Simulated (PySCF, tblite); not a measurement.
# C6H4N2O: a rotation path, then NMR shifts on frames, part 2 of 2

tblite 0.8.0 and PySCF 2.14.0. Atoms count from 0. The steps go on from the part before.

**5. Nuclear shieldings: image 4, PBE0/pcSseg-1**

Job settings and geometry (Å):

```
{"job": {"kind": "nmr", "xc": "PBE0", "basis": "pcSseg-1", "pop": false}, "charge": 0, "multiplicity": 1}
C     -2.174000     0.537500    -0.692300
C     -1.305600    -0.173800     0.021600
C     -1.722900    -1.319900     0.759900
N     -2.059700    -2.251300     1.333700
O      0.027200     0.167600     0.144500
C      0.893000    -0.259000    -0.799100
C      2.178600     0.111300    -0.790800
C      2.716200     0.983300     0.172000
N      3.161900     1.707700     0.941200
H     -1.863600     1.404800    -1.249400
H     -3.214700     0.268100    -0.712200
H      0.502700    -0.920900    -1.566200
H      2.856500    -0.254900    -1.545200
```

With the program's defaults for keys left out, this is: GIAO PBE0/pcSseg-1 NMR shielding, non-relativistic, gas phase.

The log of the run:

```text
coarse grid: 12208 points
cycle   1  E = -414.9592204777  dE =  1.603e+00  |g| = 7.167e-01  |ddm| = 3.609e+00
cycle   2  E = -414.5875813559  dE =  3.716e-01  |g| = 1.474e+00  |ddm| = 1.817e+00
cycle   3  E = -415.0699460082  dE = -4.824e-01  |g| = 2.060e-01  |ddm| = 1.271e+00
cycle   4  E = -415.0772454432  dE = -7.299e-03  |g| = 8.436e-02  |ddm| = 1.943e-01
cycle   5  E = -415.0785888074  dE = -1.343e-03  |g| = 1.606e-02  |ddm| = 6.769e-02
cycle   6  E = -415.0786422164  dE = -5.341e-05  |g| = 6.028e-03  |ddm| = 1.597e-02
cycle   7  E = -415.0786480939  dE = -5.878e-06  |g| = 3.257e-03  |ddm| = 6.095e-03
cycle   8  E = -415.0786503158  dE = -2.222e-06  |g| = 4.995e-04  |ddm| = 2.294e-03
final grid: 121928 points
cycle   9  E = -415.1414925195  dE = -2.239e-05  |g| = 1.030e-02  |ddm| = 2.778e-02
cycle  10  E = -415.1414663129  dE =  2.621e-05  |g| = 1.598e-02  |ddm| = 1.737e-02
cycle  11  E = -415.1415113390  dE = -4.503e-05  |g| = 2.072e-03  |ddm| = 1.195e-02
cycle  12  E = -415.1415123524  dE = -1.013e-06  |g| = 6.072e-04  |ddm| = 2.125e-03
cycle  13  E = -415.1415124321  dE = -7.974e-08  |g| = 1.659e-04  |ddm| = 5.286e-04
cycle  14  E = -415.1415124356  dE = -3.524e-09  |g| = 9.667e-05  |ddm| = 1.565e-04
cycle  15  E = -415.1415124378  dE = -2.156e-09  |g| = 1.539e-05  |ddm| = 7.397e-05
cycle  16  E = -415.1415124378  dE = -5.480e-11  |g| = 4.001e-06  |ddm| = 1.556e-05
converged SCF energy = -415.1415124378

GIAO shielding tensors (ppm)
atom      isotropic    diamagn.    paramagn.     s11        s22        s33       span
  0 C       53.840     252.093    -198.253    -67.924     70.209    159.235    227.160
  1 C       42.444     248.595    -206.151    -65.962     88.155    105.140    171.102
  2 C       68.516     260.416    -191.900    -47.170    -40.302    293.021    340.192
  3 N      -55.771     339.626    -395.398   -208.332   -197.967    238.985    447.318
  4 O      144.622     403.069    -258.447     57.558    180.976    195.331    137.773
  5 C       18.931     253.627    -234.696    -87.421     48.102     96.111    183.532
  6 C      101.420     258.281    -156.861     13.014    129.506    161.741    148.727
  7 C       69.319     259.164    -189.846    -45.278    -40.666    293.900    339.178
  8 N      -62.933     340.495    -403.427   -224.233   -187.749    223.184    447.418
  9 H       25.599      30.214      -4.616     21.745     24.918     30.133      8.388
 10 H       25.425      27.434      -2.008     21.975     25.100     29.200      7.225
 11 H       25.164      31.129      -5.965     23.176     23.865     28.452      5.276
 12 H       27.065      27.596      -0.532     24.009     28.038     29.148      5.139
```

Run time: 60 s. Hardware: 1 thread, shared host.

This run: δ C5 168.0, C1 144.5, C0 133.1, C2 118.4, H11 6.55, H10 6.29 ppm.

**6. Nuclear shieldings: image 6, PBE0/pcSseg-1**

Job settings and geometry (Å):

```
{"job": {"kind": "nmr", "xc": "PBE0", "basis": "pcSseg-1", "pop": false}, "charge": 0, "multiplicity": 1}
C     -2.050500     0.219100    -0.870200
C     -1.267300    -0.290800     0.082200
C     -1.818900    -1.126500     1.097500
N     -2.277100    -1.822600     1.881000
O      0.081600    -0.107800     0.207900
C      0.825500     0.007300    -0.908500
C      2.116300     0.357600    -0.877000
C      2.787000     0.727500     0.301300
N      3.341400     1.052200     1.250900
H     -1.676800     0.871200    -1.640800
H     -3.100900    -0.004900    -0.876000
H      0.339100    -0.249700    -1.844200
H      2.696200     0.367900    -1.786500
```

Level: GIAO PBE0/pcSseg-1 NMR shielding, non-relativistic, gas phase.

The log of the run:

```text
coarse grid: 12208 points
cycle   1  E = -414.9621122184  dE =  1.632e+00  |g| = 7.065e-01  |ddm| = 3.606e+00
cycle   2  E = -414.5959156122  dE =  3.662e-01  |g| = 1.454e+00  |ddm| = 1.822e+00
cycle   3  E = -415.0712862154  dE = -4.754e-01  |g| = 2.064e-01  |ddm| = 1.291e+00
cycle   4  E = -415.0787545999  dE = -7.468e-03  |g| = 8.065e-02  |ddm| = 1.858e-01
cycle   5  E = -415.0799796439  dE = -1.225e-03  |g| = 1.572e-02  |ddm| = 6.404e-02
cycle   6  E = -415.0800293478  dE = -4.970e-05  |g| = 5.804e-03  |ddm| = 1.475e-02
cycle   7  E = -415.0800348357  dE = -5.488e-06  |g| = 3.022e-03  |ddm| = 5.808e-03
final grid: 121928 points
cycle   8  E = -415.1429881910  dE = -1.637e-05  |g| = 1.268e-02  |ddm| = 3.297e-02
cycle   9  E = -415.1428978860  dE =  9.031e-05  |g| = 2.465e-02  |ddm| = 2.403e-02
cycle  10  E = -415.1430171561  dE = -1.193e-04  |g| = 3.313e-03  |ddm| = 1.762e-02
cycle  11  E = -415.1430194984  dE = -2.342e-06  |g| = 7.893e-04  |ddm| = 2.601e-03
cycle  12  E = -415.1430196197  dE = -1.213e-07  |g| = 1.643e-04  |ddm| = 7.108e-04
cycle  13  E = -415.1430196241  dE = -4.447e-09  |g| = 8.892e-05  |ddm| = 1.827e-04
cycle  14  E = -415.1430196260  dE = -1.894e-09  |g| = 2.019e-05  |ddm| = 7.301e-05
cycle  15  E = -415.1430196261  dE = -5.468e-11  |g| = 1.277e-05  |ddm| = 2.241e-05
converged SCF energy = -415.1430196261

GIAO shielding tensors (ppm)
atom      isotropic    diamagn.    paramagn.     s11        s22        s33       span
  0 C       69.614     253.876    -184.261    -40.390     83.033    166.200    206.590
  1 C       41.864     247.634    -205.770    -65.839     85.983    105.447    171.286
  2 C       68.898     260.287    -191.389    -46.744    -39.423    292.861    339.604
  3 N      -54.631     340.103    -394.734   -212.093   -196.677    244.878    456.971
  4 O      129.647     403.100    -273.453     38.938     89.056    260.947    222.009
  5 C       22.828     253.728    -230.900    -84.064     52.985     99.562    183.626
  6 C       99.556     257.889    -158.333     10.976    125.532    162.160    151.183
  7 C       69.470     259.287    -189.818    -44.855    -41.042    294.307    339.161
  8 N      -66.000     340.335    -406.335   -224.280   -193.754    220.034    444.315
  9 H       26.308      30.660      -4.352     23.116     25.007     30.802      7.686
 10 H       25.956      27.664      -1.707     23.486     25.050     29.332      5.845
 11 H       25.024      31.684      -6.660     22.919     23.403     28.751      5.832
 12 H       26.954      27.337      -0.383     23.731     27.988     29.144      5.413
```

Wall time 56 s (1 thread, shared host).

This run: δ C5 164.1, C1 145.1, C2 118.0, C7 117.5, H11 6.69, H10 5.76 ppm.

**7. Nuclear shieldings: image 8, PBE0/pcSseg-1**

Job settings and geometry (Å):

```
{"job": {"kind": "nmr", "xc": "PBE0", "basis": "pcSseg-1", "pop": false}, "charge": 0, "multiplicity": 1}
C     -2.076900    -0.189200    -1.025700
C     -1.258800    -0.349400     0.017600
C     -1.789800    -0.836000     1.251300
N     -2.244300    -1.226300     2.225500
O      0.080700    -0.113500     0.109000
C      0.794000     0.354400    -0.930800
C      2.110200     0.580400    -0.827100
C      2.848000     0.354800     0.348500
N      3.472800     0.179600     1.293800
H     -1.759400     0.170800    -1.987700
H     -3.119000    -0.427500    -0.921200
H      0.275400     0.546200    -1.861500
H      2.662800     0.956300    -1.674200
```

With the program's defaults for keys left out, this is: GIAO PBE0/pcSseg-1 NMR shielding, non-relativistic, gas phase.

The log of the run:

```text
coarse grid: 12208 points
cycle   1  E = -414.9605645057  dE =  1.634e+00  |g| = 7.066e-01  |ddm| = 3.621e+00
cycle   2  E = -414.5927354255  dE =  3.678e-01  |g| = 1.454e+00  |ddm| = 1.820e+00
cycle   3  E = -415.0701222134  dE = -4.774e-01  |g| = 2.091e-01  |ddm| = 1.299e+00
cycle   4  E = -415.0778507236  dE = -7.729e-03  |g| = 7.960e-02  |ddm| = 1.847e-01
cycle   5  E = -415.0790439148  dE = -1.193e-03  |g| = 1.569e-02  |ddm| = 6.280e-02
cycle   6  E = -415.0790965425  dE = -5.263e-05  |g| = 4.765e-03  |ddm| = 1.445e-02
cycle   7  E = -415.0791001239  dE = -3.581e-06  |g| = 2.746e-03  |ddm| = 5.071e-03
final grid: 121928 points
cycle   8  E = -415.1416950026  dE = -1.506e-05  |g| = 1.206e-02  |ddm| = 2.667e-02
cycle   9  E = -415.1416209029  dE =  7.410e-05  |g| = 2.271e-02  |ddm| = 2.201e-02
cycle  10  E = -415.1417207634  dE = -9.986e-05  |g| = 3.285e-03  |ddm| = 1.618e-02
cycle  11  E = -415.1417230911  dE = -2.328e-06  |g| = 7.581e-04  |ddm| = 2.528e-03
cycle  12  E = -415.1417232055  dE = -1.145e-07  |g| = 1.530e-04  |ddm| = 6.856e-04
cycle  13  E = -415.1417232095  dE = -3.937e-09  |g| = 8.237e-05  |ddm| = 1.720e-04
cycle  14  E = -415.1417232111  dE = -1.665e-09  |g| = 1.727e-05  |ddm| = 6.678e-05
cycle  15  E = -415.1417232112  dE = -4.013e-11  |g| = 1.097e-05  |ddm| = 1.979e-05
converged SCF energy = -415.1417232112

GIAO shielding tensors (ppm)
atom      isotropic    diamagn.    paramagn.     s11        s22        s33       span
  0 C       79.156     253.981    -174.825    -30.129     91.965    175.633    205.763
  1 C       46.589     247.208    -200.619    -58.328     94.258    103.837    162.165
  2 C       68.398     260.257    -191.858    -48.080    -39.075    292.350    340.430
  3 N      -51.603     340.729    -392.332   -208.603   -197.118    250.912    459.516
  4 O      135.850     403.789    -267.938     45.503     73.133    288.914    243.411
  5 C       29.735     252.617    -222.882    -82.841     51.535    120.511    203.352
  6 C       98.718     257.721    -159.004     11.555    122.757    161.841    150.286
  7 C       69.548     259.182    -189.635    -44.721    -41.024    294.387    339.108
  8 N      -68.435     340.299    -408.734   -225.794   -197.366    217.854    443.648
  9 H       26.468      30.763      -4.295     24.081     24.368     30.953      6.872
 10 H       26.065      27.605      -1.540     23.803     24.857     29.535      5.732
 11 H       24.467      31.973      -7.506     21.226     23.238     28.936      7.710
 12 H       26.895      27.124      -0.228     23.493     28.154     29.039      5.546
```

Run time: 59 s. Hardware: 1 thread, shared host.

This run: δ C5 157.2, C1 140.3, C2 118.5, C7 117.4, H11 7.25, H10 5.65 ppm.

**8. Side by side: NMR shifts**

Shifts (ppm) of some atoms, chosen among heavy atoms and hydrogens apart, with basis size and wall time:

```
  frame     C5     C0   H11    H9     N3     N8     O4  functions  time
image 0  163.0  122.9  7.53  6.10  334.4  330.9  200.6        173  70 s
image 2  164.4  128.4  7.03  6.22  327.4  331.2  198.2        173  58 s
image 4  168.0  133.1  6.55  6.12  323.5  330.7  191.5        173  60 s
image 6  164.1  117.3  6.69  5.41  322.4  333.7  206.4        173  56 s
image 8  157.2  107.8  7.25  5.25  319.3  336.2  200.2        173  59 s
```

**9. Outcome**

This closing draws on all 2 parts.

| quantity | value |
| --- | --- |
| barrier | 0.213 eV (4.9 kcal/mol) at image 4 |
| end to end (GFN2-xTB) | 0.081 eV |
| 13C shifts against TMS (PBE0/pcSseg-1, image 0) | 163.0, 140.0, 122.9, 118.1, 116.0, 85.3 ppm |
| 1H shifts against TMS (PBE0/pcSseg-1, image 0) | 7.53, 6.10, 5.94, 4.72 ppm |
| 15N shifts against NH3 (PBE0/pcSseg-1, image 0) | 334.4, 330.9 ppm |
| 17O shifts against H2O (PBE0/pcSseg-1, image 0) | 200.6 ppm |
| surface potential, 1st and 99th percentile | -1.75 V and 1.70 V |
| range of the shift of C0 | 107.8 to 133.1 ppm |

What this shows: Along the band the dihedral turns by 180°, and the top (dihedral 96°) lies 4.9 kcal/mol above the start (GFN2-xTB, rough), so at room temperature this motion is fast. The top was not checked by a frequency run. Shifts at one fixed geometry are not the observed spectrum, which averages over the motion. At PBE0/pcSseg-1, counted by nearest atom on the grid, the HOMO lies on C6 22 %; O4 17 %, the LUMO on C0 27 %; C1 19 %. In ppm, C0 moves most: its shift spreads over 25.3 ppm, from 107.8 (image 8) to 133.1 (image 4).
